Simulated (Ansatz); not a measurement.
# SnSiH3F3 (SMILES [F][Sn]([F])([F])[SiH3]) at SVWN5/def2-SVP (core potential)

Aim: the electronic atomisation energy of SnSiH3F3 at SVWN5/def2-SVP (core potential), from 5 runs. 

The calculation is run with Ansatz 0.2.0.

35 further runs of the same task are left out: 35 set aside as unsound or not needed. Runs told in other sessions of the task aren't counted.

### Step 1. Starting point

SnSiH3F3: 8 atoms, total charge 0, spin state singlet. As SMILES, `[F][Sn]([F])([F])[SiH3]`. The coordinates come from a PBE0-D4/def2-TZVP relaxation.

Bond lengths: F1–Sn2 1.903 Å, Sn2–F3 1.903 Å, Sn2–F4 1.903 Å, Sn2–Si5 2.560 Å, Si5–H6 1.480 Å, Si5–H7 1.480 Å, Si5–H8 1.479 Å. Some angles: F1–Sn2–F3 103.4°, F1–Sn2–F4 103.4°, F1–Sn2–Si5 115.2°, F3–Sn2–F4 103.4°, F3–Sn2–Si5 114.9°, F4–Sn2–Si5 115.0°, Sn2–Si5–H6 106.5°, Sn2–Si5–H7 106.3°, Sn2–Si5–H8 106.6°, H6–Si5–H7 112.3°.

### Step 2. The energy at SVWN5/def2-SVP (core potential)

The input, molecule.yaml:

```yaml
crystal:
  periodic: [false, false, false]
  atoms:
    - {symbol: F, position_ang: [0.165300, -2.193800, 1.388300]}
    - {symbol: Sn, position_ang: [0.794500, -0.774800, 0.288000]}
    - {symbol: F, position_ang: [2.267700, -0.076200, 1.269200]}
    - {symbol: F, position_ang: [1.622500, -1.679600, -1.166800]}
    - {symbol: Si, position_ang: [-0.973200, 0.954100, -0.377000]}
    - {symbol: H, position_ang: [-1.479100, 1.542100, 0.882900]}
    - {symbol: H, position_ang: [-0.282200, 1.951000, -1.224200]}
    - {symbol: H, position_ang: [-2.023600, 0.220100, -1.116300]}
basis:
  gaussian:
    orbitals: def2-SVP
output: {orbitals: {seedname: orbitals}}
accuracy: high
hamiltonian:
  xc: {name: SVWN5}
```

On the command line:

```
ansatz run molecule.yaml --threads 1 --pin off --max-ram 2610MiB --events-out events.jsonl --progress --plain --runs-dir runs
```

Log:

```text
Warning: RAYON_NUM_THREADS=1 ignored (pool sized by the plan → 1); use --threads N
Functional definition: SVWN5
  name "SVWN5"
  exchange = slater_x
  correlation = vwn5_c
2198 factors; integrals over basis functions are off by at most 5.1e-9 eV
mean field evaluation 1: about -21802.9278 eV, gradient 5.9e1 eV
mean field evaluation 2: about -21763.1863 eV, gradient 1.6e2 eV
mean field evaluation 4: about -21808.7189 eV, gradient 6.4e0 eV
mean field evaluation 8: about -21808.8507 eV, gradient 9.5e-2 eV
mean field evaluation 16: about -21808.8507 eV, gradient 3.1e-5 eV
mean field -21808.85071928 eV, -801.4604813634 hartree, gradient 5.2e-8 eV, S^2 0.000000; 0 other end points of the search recorded, 0 dependent functions left out
reference -21808.85072362 eV, -801.4604815231 hartree; 33, 33 occupied and 68, 68 virtual orbitals, 2198 factors
Total energy: -21808.85072362 eV, -801.4604815231 hartree
```

Run time: 5.7 s. Hardware: 1 thread of Arm Neoverse V2, shared host; peak memory 0.27 GiB.

### Step 3. The F atom, same level

The input, molecule.yaml:

```yaml
crystal:
  periodic: [false, false, false]
  atoms:
    - {symbol: F, position_ang: [0.000000, 0.000000, 0.000000]}
basis:
  gaussian: {orbitals: def2-SVP}
magnetization: {spin_polarized: true, initial_magnetization: 1}
hamiltonian: {xc: {name: SVWN5}}
accuracy: high
```

Run the same way, it converges to -98.97687 Eh (log not shown).

### Step 4. The H atom, same level

The input, in.yaml:

```yaml
crystal:
  periodic: [false, false, false]
  atoms:
    - {symbol: H, position_ang: [0.000000, 0.000000, 0.000000]}
basis:
  gaussian:
    orbitals: def2-SVP
magnetization:
  spin_polarized: true
  initial_magnetization: 1
hamiltonian:
  xc: {name: SVWN5}
accuracy: high
```

Run the same way, it converges to -0.47747 Eh (log not shown).

### Step 5. The Si atom at the same level

The input, in.yaml:

```yaml
crystal:
  periodic: [false, false, false]
  atoms:
    - {symbol: Si, position_ang: [0.000000, 0.000000, 0.000000]}
basis:
  gaussian:
    orbitals: def2-SVP
total_charge: 0
accuracy: high
magnetization:
  spin_polarized: true
  initial_magnetization: 2
hamiltonian:
  xc: {name: SVWN5}
```

Run the same way, it converges to -288.10749 Eh (log not shown).

### Step 6. The Sn atom, same level

The input, in.yaml:

```yaml
crystal:
  periodic: [false, false, false]
  atoms:
    - {symbol: Sn, position_ang: [0.000000, 0.000000, 0.000000]}
basis:
  gaussian:
    orbitals: def2-SVP
magnetization:
  spin_polarized: true
  initial_magnetization: 2
accuracy: high
total_charge: 0
hamiltonian:
  xc: {name: SVWN5}
```

Run the same way, it converges to -213.90349 Eh (log not shown).

### Step 7. Outcome

At SVWN5/def2-SVP (core potential):

| quantity | value |
| --- | --- |
| molecule: total energy | -801.46048 Eh |
| molecule: HOMO energy | -8.20 eV |
| molecule: LUMO energy | -2.96 eV |
| molecule: HOMO–LUMO gap | 5.24 eV |
| F atom: total energy | -98.97687 Eh |
| F atom: ⟨S²⟩ | 0.751 |
| H atom: total energy | -0.47747 Eh |
| H atom: ⟨S²⟩ | 0.750 |
| Si atom: total energy | -288.10749 Eh |
| Si atom: ⟨S²⟩ | 2.001 |
| Sn atom: total energy | -213.90349 Eh |
| Sn atom: ⟨S²⟩ | 2.001 |
| electronic atomisation energy | 29.565 eV |

What this shows: Taking the molecule apart into free atoms costs 29.57 eV (2853 kJ/mol), before zero-point energy and without spin-orbit coupling.
